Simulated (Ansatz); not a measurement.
Predict the output of the script below (the Ansatz DFT code, driven from Python).

Script `bend_geh4te.py`:
```python
# -*- coding: utf-8 -*-
import ansatz as az
from ase import Atoms


def main():
    atoms = Atoms(["Ge", "Te", "H", "H", "H", "H"], positions=[
        (-0.3104, -0.2824, -0.5047),
        (-0.0753, 0.9888, 1.7125),
        (0.0729, -1.7063, -0.3722),
        (-1.7771, -0.1973, -0.9384),
        (0.4995, 0.4533, -1.6216),
        (1.6325, 0.68, 1.6781),
    ])

    first = (
        az.Crystal.molecule_from_ase(atoms).calculation()
        .basis(gaussian="def2-TZVP")
        .functional("B3LYP")
        .relax(force_tolerance=0.02, max_steps=80)
    )
    atoms.positions = first.run().report["positions_ang"]

    rows = []
    for angle in [85, 95, 105, 115, 125, 140, 160]:
        bent = atoms.copy()
        bent.set_angle(0, 1, 5, angle, indices=[5])
        model = az.Crystal.molecule_from_ase(bent).calculation().basis(gaussian="def2-TZVP").functional("B3LYP")
        rows.append((angle, model.run().report["free_energy_ev"]))
    floor = min(e for _, e in rows)
    for angle, e in rows:
        print(f"angle Ge0-Te1-H5 = {angle:3d} deg   {1000 * (e - floor):9.1f} meV")


if __name__ == "__main__":
    main()
```

Output of `python bend_geh4te.py`:
```text
angle Ge0-Te1-H5 =  85 deg        19.2 meV
angle Ge0-Te1-H5 =  95 deg         0.0 meV
angle Ge0-Te1-H5 = 105 deg        74.7 meV
angle Ge0-Te1-H5 = 115 deg       237.7 meV
angle Ge0-Te1-H5 = 125 deg       482.5 meV
angle Ge0-Te1-H5 = 140 deg       985.6 meV
angle Ge0-Te1-H5 = 160 deg      1831.6 meV
```

What to keep in mind:
- The scan is rigid, and the energies are electronic, in a modest basis. The zero is the lowest point of the grid, which needn't be the minimum.
- def2 sets replace the cores of elements past krypton by effective core potentials.
- b3lyp holds the VWN-RPA fit, as in Gaussian; the form of ORCA and Turbomole is b3lyp5.
- Wall time of the script: 46 s on 1 thread of Arm Neoverse V1 (shared host), peak memory 0.32 GiB.
